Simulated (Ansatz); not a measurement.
# TiBCl: from the start to rest, part 2 of 2

The start is TiBCl, a borrowed structure type, volume estimated. Where does it settle when we relax cell and atoms, and what is it like there?

Ansatz 0.2.0; DFT, PBE, non-collinear spin, plane waves, PAW. Relaxing cell and atoms. The steps go on from the part before.

## Step 6: Atomic charges

By element, from the tables in the log (a charge is positive for electrons lost): Löwdin charges also hold the electrons that the projection spills.

```csv
element,atoms,Bader charge (e),Bader volume (Å³),Löwdin charge (e)
Ti,2,+1.48,10.8,+0.88
Cl,2,-0.64,28.4,-0.26
B,2,-0.84,12.7,-0.53
```

Löwdin charges rest on a small set of atomic orbitals that misses 0.4 % of the electrons, so they need not add up to the cell's charge and can differ from Bader's even in sign.

## Step 7: Fields in real space

Maps in the plane spanned by a and b at height 0.993 along c (axes of the input's cell), one cell: a runs left to right (10 points from zero), b bottom to top (10 points), 90° apart. Near the nuclei they are pseudo-fields.

Valence density. Ten steps from '0' (0.16 e/Å³) to '9' (0.61 e/Å³), finer at the low end (step k begins (100^(k/10) - 1)/99 of the way up):
```
9997656799
9988777889
7788999887
4579999975
0479989974
4579999975
7788999887
9988777889
9997656799
6997535799
```

ELF. Values, 10 rows by 10 columns:
```
0.06 0.27 0.65 0.58 0.35 0.26 0.35 0.58 0.65 0.27
0.46 0.60 0.70 0.65 0.56 0.52 0.56 0.65 0.70 0.60
0.49 0.55 0.65 0.70 0.64 0.53 0.64 0.70 0.65 0.55
0.25 0.34 0.56 0.65 0.33 0.12 0.33 0.65 0.56 0.34
0.15 0.26 0.53 0.55 0.13 0.00 0.13 0.55 0.53 0.26
0.25 0.34 0.56 0.65 0.33 0.12 0.33 0.65 0.56 0.34
0.49 0.55 0.65 0.70 0.64 0.53 0.64 0.70 0.65 0.55
0.46 0.60 0.70 0.65 0.56 0.52 0.56 0.65 0.70 0.60
0.06 0.27 0.65 0.58 0.35 0.26 0.35 0.58 0.65 0.27
0.00 0.08 0.56 0.55 0.27 0.16 0.27 0.55 0.56 0.08
```

Atoms within 0.2 Å of the plane, in fractions of a and b: B at (1.00, 1.00), B at (0.50, 0.50).

At the density minimum on some short contacts:

```csv
contact,length (Å),minimum at (fraction),density (e/Å³),ELF
Ti1–B6,2.234,0.53,0.458,0.46
```

```
fraction  Ti1–B6
     0.2    6.35
     0.3    2.44
     0.4   0.715
     0.5   0.461
     0.6   0.509
     0.7   0.651
     0.8   0.709
```

(Smooth valence density in e/Å³ at fractions of each contact.)

## Step 8: Results

What follows sums up all 2 parts.

```
                                                 quantity                                                                       value
                                                    moves                                                                          23
                                            energy gained                                                              318.1 meV/atom
                                             largest move                                                                  0.63 Å (B)
                     space group (0.01 Å), before / after                                                                 Pmmn / Pmmn
                                                     cell  a = 3.237 Å, b = 3.155 Å, c = 10.787 Å, α = 90.00°, β = 90.00°, γ = 90.00°
                                                   volume                                                      18.36 Å³/atom (+8.3 %)
                                      pressure at the end                                                                    0.00 GPa
           formation energy (elements from separate runs)                                                               -0.48 eV/atom
                                                character                                                                       metal
density of states, mean within 0.25 eV of the Fermi level                                                         2.7 per eV per cell
                                            Bader charges                                               Ti +1.48, Cl -0.64, B -0.84 e
                                                  moments                                                                        none
```

The volume grew by 8.3 %, and the largest move of an atom is 0.63 Å apart from the change of the cell; the energy fell by 318.1 meV per atom. The shape changed more than that tells: the edges moved by -14, -6, +35 %. With 8 symmetry operations imposed, the end may be a saddle point towards distortions that break them. By a distance rule the end structure falls into sheets, and the functional has no dispersion term: where only weak forces hold such sheets, the spacing at the end is too wide to trust. Bands cross the Fermi level: a metal; within 0.25 eV of the Fermi level the density of states averages 2.7 per eV per cell, mostly Ti d (77 %) and B p (13 %). Ti loses most charge (+1.48 e on average) and B gains most (-0.84 e). No moment forms.

Limits of this run: the k mesh is coarse for a cell without a gap.
